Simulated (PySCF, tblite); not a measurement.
# C₄H₉FSSi: infrared bands and NMR shifts

Wanted: the infrared bands and NMR shifts of C₄H₉FSSi (`F[C@@H]1S[C@@H]1CC[SiH3]`), by calculation.

Computed with tblite 0.8.0 and PySCF 2.14.0, with density-fitted response routines of our own, on a single molecule in the gas phase. Atoms count from 0, in the outputs and in this text.

## (1) The starting structure

16 atoms, charge 0, multiplicity 1; geometry from: GFN2-xTB.

Bonds of the start (Å): F0–C1 1.35, C1–S2 1.79, S2–C3 1.82, C3–C4 1.51, C4–C5 1.53, C5–Si6 1.90, C3–C1 1.48, C1–H7 1.09, C3–H8 1.09, C4–H9 1.09, C4–H10 1.09, C5–H11 1.09, C5–H12 1.09, Si6–H13 1.46, Si6–H14 1.46, Si6–H15 1.46.

## (2) Infrared spectrum with GFN2-xTB

Job settings and geometry (Å):

```
{"job": {"kind": "ir", "xc": "GFN2-xTB", "basis": "xTB"}, "charge": 0, "multiplicity": 1}
F     -1.887384    -0.649517     1.756356
C     -2.374394     0.148839     0.779424
S     -3.077837    -0.644991    -0.668218
C     -1.562840     0.335230    -0.446426
C     -0.228362    -0.354429    -0.574651
C      0.862299     0.479909     0.092774
Si     2.587287    -0.316053    -0.047984
H     -2.946895     0.960432     1.218614
H     -1.617074     1.316124    -0.910546
H     -0.285783    -1.338191    -0.105665
H     -0.000907    -0.496482    -1.632932
H      0.607135     0.616852     1.145007
H      0.875924     1.474767    -0.357544
H      2.566696    -1.631511     0.590264
H      2.925781    -0.456545    -1.465876
H      3.548754     0.564512     0.615992
```

**Question.** This job is followed by: GIAO PBE0/pcSseg-1 NMR shielding, non-relativistic, gas phase. What will the session give for the following? strongest single infrared mode (GFN2-xTB); zero-point energy (GFN2-xTB); ¹³C shifts against TMS (PBE0/pcSseg-1); ¹H shifts against TMS (PBE0/pcSseg-1, means over atoms taken as alike); ¹⁹F shifts against CFCl3 (PBE0/pcSseg-1); ³³S shifts against CS2 (PBE0/pcSseg-1); ²⁹Si shifts against TMS (PBE0/pcSseg-1).

**Answer**, as computed:

| quantity | value |
| --- | --- |
| strongest single infrared mode (GFN2-xTB) | 793 cm⁻¹, 475 km/mol |
| zero-point energy (GFN2-xTB) | 72.6 kcal/mol |
| ¹³C shifts against TMS (PBE0/pcSseg-1) | 90.3, 42.9, 33.0, 10.7 ppm |
| ¹H shifts against TMS (PBE0/pcSseg-1, means over atoms taken as alike) | 6.17, 3.86, 2.67, 2.26, 1.48, 0.93, 0.77 ppm |
| ¹⁹F shifts against CFCl3 (PBE0/pcSseg-1) | -215.6 ppm |
| ³³S shifts against CS2 (PBE0/pcSseg-1) | -131 ppm |
| ²⁹Si shifts against TMS (PBE0/pcSseg-1) | -69.8 ppm |

**Reading.** All 42 modes are real, so the xTB geometry is a minimum. The strongest single mode, at 793 cm⁻¹, has its largest shares on Si6, H15, H14 and H13 (the list is cut at 4 atoms). Unscaled tight-binding wavenumbers are off by several per cent, some by more. Its intensities can rank the bands wrongly. H7 (hydrogen on a three-membered-ring carbon bearing a halogen) lies farthest downfield among hydrogen, at 6.17 ppm; its carbon carries F, hence the downfield position. At PBE0/pcSseg-1: The widest tensor belongs to S2: span 810 ppm, with a paramagnetic part of -419 ppm.
